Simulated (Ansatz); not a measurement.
**C2H6SSi: one species, many methods**

Aim: compute C2H6SSi with functionals from several rungs and with coupled cluster, and see how far each lands from CCSD(T) at the basis-set limit for the atomisation energy.

The runs use Ansatz 0.2.0, Gaussian basis; functionals in def2-TZVPP, the program's frozen cores in correlated methods.

The runs, in order: LDA (SPW92), PBE-D4, revPBE-D4, BLYP-D4, r2SCAN-D4, B97M-V, PBE0-D4, B3LYP-D4, r2SCANh-D4, r2SCAN0-D4, HSE06-D4, BHLYP-D4, CAM-B3LYP-D4, LC-ωPBE, ωB97X-V, ωB97M-V, B2PLYP, PBE-QIDH; CCSD(T)/def2-SVP; CCSD(T)/def2-TZVPP; MP2/def2-QZVPP; extrapolation to the limit; RPA on PBE.

## 1. Structure used throughout

An earlier PBE0-D4 in a triple-zeta def2 set relaxation fixed the geometry.

SMILES `C[Si]SC`, 10 atoms, charge 0, spin multiplicity 1.

Atoms are counted from 1 here; the program's logs count them from 0.

Bond lengths: C1–Si2 1.902 Å, C1–H5 1.095 Å, C1–H6 1.095 Å, C1–H7 1.092 Å, Si2–S3 2.120 Å, S3–C4 1.813 Å, C4–H8 1.089 Å, C4–H9 1.089 Å, C4–H10 1.090 Å. Angles: Si2–C1–H5 111.4°, Si2–C1–H6 111.6°, Si2–C1–H7 110.2°, H5–C1–H6 107.2°, H5–C1–H7 108.1°, H6–C1–H7 108.2°, C1–Si2–S3 101.6°, Si2–S3–C4 111.5°, S3–C4–H8 110.9°, S3–C4–H9 110.8°, S3–C4–H10 107.2°, H8–C4–H9 109.6°, H8–C4–H10 109.1°, H9–C4–H10 109.1°.

## 2. LDA

This LDA is Slater exchange with PW92 correlation.

Input file in.yaml:

```yaml
crystal:
  periodic: [false, false, false]
  atoms:
    - {symbol: C, position_ang: [-0.474484, 1.498011, 0.212030]}
    - {symbol: Si, position_ang: [-1.532188, 0.664559, -1.131846]}
    - {symbol: S, position_ang: [-0.684559, -1.277545, -1.197038]}
    - {symbol: C, position_ang: [0.678402, -1.448224, -0.013064]}
    - {symbol: H, position_ang: [-0.563804, 0.975968, 1.170966]}
    - {symbol: H, position_ang: [0.587399, 1.503380, -0.056320]}
    - {symbol: H, position_ang: [-0.795233, 2.531889, 0.356441]}
    - {symbol: H, position_ang: [0.331731, -1.277946, 1.005172]}
    - {symbol: H, position_ang: [1.483683, -0.753090, -0.246358]}
    - {symbol: H, position_ang: [1.052251, -2.468402, -0.096984]}
basis:
  gaussian: {orbitals: def2-TZVPP}
hamiltonian: {xc: lda}
output: {orbitals: {seedname: orbitals}}
```

The runs that follow: PBE-D4 (GGA); revPBE-D4 (GGA); BLYP-D4 (GGA); r2SCAN-D4 (meta-GGA); B97M-V (meta-GGA); PBE0-D4 (hybrid); B3LYP-D4 (hybrid); r2SCANh-D4 (hybrid); r2SCAN0-D4 (hybrid); HSE06-D4 (hybrid); BHLYP-D4 (hybrid); CAM-B3LYP-D4 (range-separated); LC-ωPBE-D4 (range-separated); ωB97X-V (range-separated); ωB97M-V (range-separated); B2PLYP (double hybrid); PBE-QIDH (double hybrid); CCSD(T) in def2-SVP; CCSD(T) in def2-TZVPP; MP2 in def2-QZVPP; RPA on PBE orbitals.

Before running them: what should the planned runs give, taken together? Wanted: atomisation energy, CCSD(T)/CBS; farthest beyond LDA; mean size of error, GGA; mean size of error, meta-GGA; mean size of error, hybrid; mean size of error, range-separated; mean size of error, double hybrid; gap, smallest and largest; T1 diagnostic.

**Answer**, as computed:

```
                               quantity                                                                                          value
        atomisation energy, CCSD(T)/CBS                                                                                  3549.7 kJ/mol
 functionals within 17.7 kJ/mol (0.5 %)  revPBE-D4, BLYP-D4, r2SCAN-D4, PBE0-D4, B3LYP-D4, r2SCANh-D4, HSE06-D4, CAM-B3LYP-D4, ωB97X-V
                    farthest beyond LDA                                                                        BHLYP-D4 (-82.8 kJ/mol)
                mean size of error, GGA                                                                                    26.4 kJ/mol
           mean size of error, meta-GGA                                                                                    20.1 kJ/mol
             mean size of error, hybrid                                                                                    25.5 kJ/mol
    mean size of error, range-separated                                                                                    18.3 kJ/mol
      mean size of error, double hybrid                                                                                    33.1 kJ/mol
              gap, smallest and largest                                                       2.58 eV (LDA (SPW92)), 9.10 eV (LC-ωPBE)
                          T1 diagnostic                                                                                         0.0142
triples share of the correlation energy                                                                                          4.3 %
```

In words: The LDA atomisation energy is off by 480.7 kJ/mol (14 %): it overbinds. PBE-D4 is off by +63.6 kJ/mol. Double hybrids carry the basis error of their MP2 part in triple zeta, and no dispersion term here, so their miss is partly the set-up's. Taken by rung, range-separated functionals do best (18.3 kJ/mol on average) and double hybrid ones worst beyond LDA (33.1 kJ/mol). The gap between the best rungs is small, so their order is not settled. The reference freezes the cores and leaves out relativity and excitations past (T), so misses under about 17.7 kJ/mol can't be ranked. Hartree-Fock recovers 74 % of the binding; the rest is correlation. CCSD(T) in def2-SVP is off by -210.9 kJ/mol, which most functionals beat. The gap grows from 2.6 to 9.1 eV across the functionals, mostly with the share of exact exchange. The restricted reference is unstable towards a spin-broken one.
